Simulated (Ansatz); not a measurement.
This script drives the Python package of Ansatz (0.2.0).

Contents of `bbrh4sisn.xyz`:
```text
8

Br    0.97760   -0.40890    3.07670
B     0.34960   -0.07660    1.17180
Si   -0.09750    1.20020   -0.30590
Sn   -0.23620   -0.99160   -0.90310
H     1.13600    1.87410   -0.81860
H    -1.30760    1.96170   -0.04940
H     1.09290   -1.85410   -1.55970
H    -1.82250   -1.76180   -0.66750
```

The script, `bbrh4sisn_energy.py`:
```python
'''Single point of BBrH4SiSn in a Gaussian basis.'''

from pathlib import Path
import warnings

import ansatz as az
import numpy as np

warnings.simplefilter('ignore', az.DeckWarning)

bbrh4sisn = az.Crystal.molecule_from_extxyz('bbrh4sisn.xyz')

calc = (
    bbrh4sisn.calculation()
    .basis(gaussian='def2-TZVP')
    .correlation('mp2')
    .forces()
    .orbitals()
)
outcome = calc.run(threads=1, runs_dir='bbrh4sisn_runs')
summary = outcome.report

print('reference energy %16.6f eV' % summary['reference_energy_ev'])
print('total energy     %16.6f eV' % summary['free_energy_ev'])
print('occupied (up, down):', summary['n_occupied'], ' virtual:', summary['n_virtual'], ' frozen:', summary['n_frozen'])

print('correlation energy', round(summary['free_energy_ev'] - summary['reference_energy_ev'], 5), 'eV')
cluster = summary['correlation'].get('coupled_cluster')
if cluster:
    print('cycles', cluster['cycles'], ' T1 diagnostic', round(cluster['t1_diagnostic'], 4), ' largest double', round(cluster['largest_double'], 4))

field = summary['mean_field']
print('<S^2> =', round(abs(field['state']['spin_squared']), 4), ' relativity:', field['relativity'])
print('passes:', field['passes'])
if 'symmetry' in field:
    print('occupied orbitals by irrep:', field['symmetry']['occupied'])

symbols = [site.symbol for site in bbrh4sisn.cartesian_sites]
forces = np.array(summary['forces_ev_ang'])
print('largest force', round(float(np.linalg.norm(forces, axis=1).max()), 4), 'eV/A, rms', round(float(np.sqrt((forces ** 2).mean())), 4))

charges = summary['charge_distribution']
print('dipole moment', round(4.803205 * float(np.linalg.norm(charges['dipole_moment_e_ang'])), 3), 'D')
print('Mulliken:', [(s, round(q, 3)) for s, q in zip(symbols, charges['mulliken_charges_e'])])

lines = Path(summary['orbitals_path']).read_text().splitlines()
field_of = lambda key: [line.split('=')[1].strip() for line in lines if line.startswith(key)]
orbitals = [(27.211386 * float(e), s, float(n)) for e, s, n in zip(field_of('Ene='), field_of('Spin='), field_of('Occup='))]
homo = max(e for e, _, n in orbitals if n > 0.5)
lumo = min(e for e, _, n in orbitals if n < 0.5)
for e, spin, n in sorted(orbitals):
    if homo - 10 < e < lumo + 5:
        print(f'{spin:6s} {e:10.3f} eV  occupation {n:.0f}')
```

It is started by `python bbrh4sisn_energy.py`. Estimate its wall time and peak memory on 1 thread of Arm Neoverse V2, on a shared host.

It took about 22 s, with a peak of 0.65 GiB, for 1 run of the engine.

```console
$ python bbrh4sisn_energy.py
reference energy    -84399.620625 eV
total energy        -84421.596572 eV
occupied (up, down): [21, 21]  virtual: [150, 150]  frozen: 19
correlation energy -21.97595 eV
<S^2> = 0.0  relativity: none
passes: {'evaluations': 13, 'products': 43}
occupied orbitals by irrep: [{'A': 40}, {'A': 40}]
largest force 4.4188 eV/A, rms 1.3892
dipole moment 2.06 D
Mulliken: [('Br', -0.087), ('B', -0.062), ('Si', 0.007), ('Sn', 0.132), ('H', 0.006), ('H', 0.007), ('H', 0.003), ('H', -0.006)]
Alpha     -17.225 eV  occupation 2
Alpha     -15.698 eV  occupation 2
Alpha     -14.269 eV  occupation 2
Alpha     -13.256 eV  occupation 2
Alpha     -12.444 eV  occupation 2
Alpha     -11.788 eV  occupation 2
Alpha     -11.480 eV  occupation 2
Alpha     -10.128 eV  occupation 2
Alpha      -7.902 eV  occupation 2
Alpha       0.741 eV  occupation 0
Alpha       1.641 eV  occupation 0
Alpha       2.448 eV  occupation 0
Alpha       2.675 eV  occupation 0
Alpha       3.255 eV  occupation 0
Alpha       3.507 eV  occupation 0
Alpha       3.779 eV  occupation 0
Alpha       4.033 eV  occupation 0
Alpha       4.353 eV  occupation 0
Alpha       4.688 eV  occupation 0
```

Reading the output:
- Total energies depend on the basis set; only differences at equal settings carry meaning.
- The geometry is a force-field or estimated start, not a minimum of this method, and the basis set is short of its limit.
- def2 sets replace the cores of elements past krypton by effective core potentials.
- Alpha marks a spatial orbital of a restricted run, filled by both spins.
- Levels such as HOMO and LUMO are orbital energies: in Hartree-Fock the gap is too wide and the LUMO hangs on the basis.
- Inner cores stay frozen; a filled d shell under the valence of the heavier atoms is correlated with it.
- S² is that of the Hartree-Fock reference.

(Lines on the test bed's own set-up are left out of the output.)
